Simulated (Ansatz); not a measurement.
**C₂H₆O₂W: one species, many methods**

An exercise on one series of results from a longer session: the logs are not shown, and one member is left open.

Computed with Ansatz 0.2.0, Gaussian basis. Level: functionals in def2-TZVPP, the program's frozen cores in correlated methods.

Levels to be run: LDA (SPW92), PBE-D4, revPBE-D4, BLYP-D4, r2SCAN-D4, B97M-V, PBE0-D4, B3LYP-D4, r2SCANh-D4, r2SCAN0-D4, HSE06-D4, BHLYP-D4, CAM-B3LYP-D4, LC-ωPBE, ωB97X-V, ωB97M-V, B2PLYP, PBE-QIDH; CCSD(T)/def2-SVP; CCSD(T)/def2-TZVPP; MP2/def2-QZVPP; extrapolation to the limit; RPA on PBE.

### Structure used throughout

An earlier PBE0-D4 in a triple-zeta def2 set relaxation fixed the geometry. W takes the def2 core potential; no spin-orbit term is included.

SMILES `[CH3][W]([CH3])(=[O])=[O]`, 11 atoms, charge 0, spin multiplicity 1.

Atoms are counted from 1 here; the program's logs count them from 0.

Bond lengths: C1–W2 2.109 Å, C1–H6 1.095 Å, C1–H7 1.093 Å, C1–H8 1.096 Å, W2–C3 2.109 Å, W2–O4 1.701 Å, W2–O5 1.701 Å, C3–H9 1.093 Å, C3–H10 1.095 Å, C3–H11 1.095 Å. Angles: W2–C1–H6 109.5°, W2–C1–H7 112.2°, W2–C1–H8 109.4°, H6–C1–H7 108.1°, H6–C1–H8 109.4°, H7–C1–H8 108.1°, C1–W2–C3 112.5°, C1–W2–O4 108.5°, C1–W2–O5 108.6°, C3–W2–O4 108.6°, C3–W2–O5 108.5°, O4–W2–O5 110.2°, W2–C3–H9 112.2°, W2–C3–H10 109.4°, W2–C3–H11 109.5°, H9–C3–H10 108.1°, H9–C3–H11 108.1°, H10–C3–H11 109.3°.

Set-up of the first run:

Contents of in.yaml:

```yaml
crystal:
  periodic: [false, false, false]
  atoms:
    - {symbol: C, position_ang: [-1.715176, 0.452076, 0.266411]}
    - {symbol: W, position_ang: [0.182239, 0.413058, -0.653695]}
    - {symbol: C, position_ang: [1.542089, -0.844504, 0.354934]}
    - {symbol: O, position_ang: [-0.001279, -0.155246, -2.246946]}
    - {symbol: O, position_ang: [0.812045, 1.993669, -0.662893]}
    - {symbol: H, position_ang: [-1.617423, 0.824715, 1.291804]}
    - {symbol: H, position_ang: [-2.419001, 1.097637, -0.264614]}
    - {symbol: H, position_ang: [-2.131291, -0.561175, 0.286457]}
    - {symbol: H, position_ang: [2.525303, -0.857350, -0.121659]}
    - {symbol: H, position_ang: [1.667910, -0.493861, 1.385143]}
    - {symbol: H, position_ang: [1.154574, -1.869029, 0.365057]}
basis:
  gaussian: {orbitals: def2-TZVPP}
hamiltonian: {xc: lda}
output: {orbitals: {seedname: orbitals}}
```

Launch:

```sh
> ansatz run in.yaml --threads 4 --pin off --events-out ev --progress --plain --max-ram 10444MiB
```

Among the steps run: LDA; PBE-D4 (GGA); revPBE-D4 (GGA); BLYP-D4 (GGA); r2SCAN-D4 (meta-GGA); B97M-V (meta-GGA); PBE0-D4 (hybrid); B3LYP-D4 (hybrid); r2SCANh-D4 (hybrid); r2SCAN0-D4 (hybrid); HSE06-D4 (hybrid); BHLYP-D4 (hybrid); CAM-B3LYP-D4 (range-separated); LC-ωPBE (range-separated); ωB97X-V (range-separated); ωB97M-V (range-separated); B2PLYP (double hybrid); PBE-QIDH (double hybrid).

One of the session's tables, all rows but one given; the rest of the session is left out.

It belongs to the step «Orbital energies across the functionals». 

| functional | HOMO (eV) | LUMO (eV) | gap (eV) |
| --- | --- | --- | --- |
| LDA (SPW92) | ? | ? | ? |
| PBE-D4 | -7.24 | -3.16 | 4.08 |
| revPBE-D4 | -7.16 | -3.05 | 4.11 |
| BLYP-D4 | -7.14 | -3.08 | 4.06 |
| r2SCAN-D4 | -7.56 | -3.03 | 4.53 |
| B97M-V | -7.65 | -3.02 | 4.63 |
| PBE0-D4 | -8.69 | -2.37 | 6.32 |
| B3LYP-D4 | -8.46 | -2.62 | 5.84 |
| r2SCANh-D4 | -8.12 | -2.74 | 5.38 |
| r2SCAN0-D4 | -8.89 | -2.30 | 6.60 |
| HSE06-D4 | -8.28 | -2.75 | 5.53 |
| BHLYP-D4 | -9.99 | -1.49 | 8.51 |
| CAM-B3LYP-D4 | -10.13 | -1.34 | 8.79 |
| LC-ωPBE | -11.52 | -0.14 | 11.38 |
| ωB97X-V | -11.14 | -0.24 | 10.90 |
| ωB97M-V | -11.04 | -0.34 | 10.70 |

Estimate the missing values for LDA (SPW92).

The run gave: HOMO (eV): -7.45; LUMO (eV): -3.41; gap (eV): 4.04. In the column «HOMO (eV)» it lies between r2SCAN-D4 (-7.56) and PBE-D4 (-7.24).
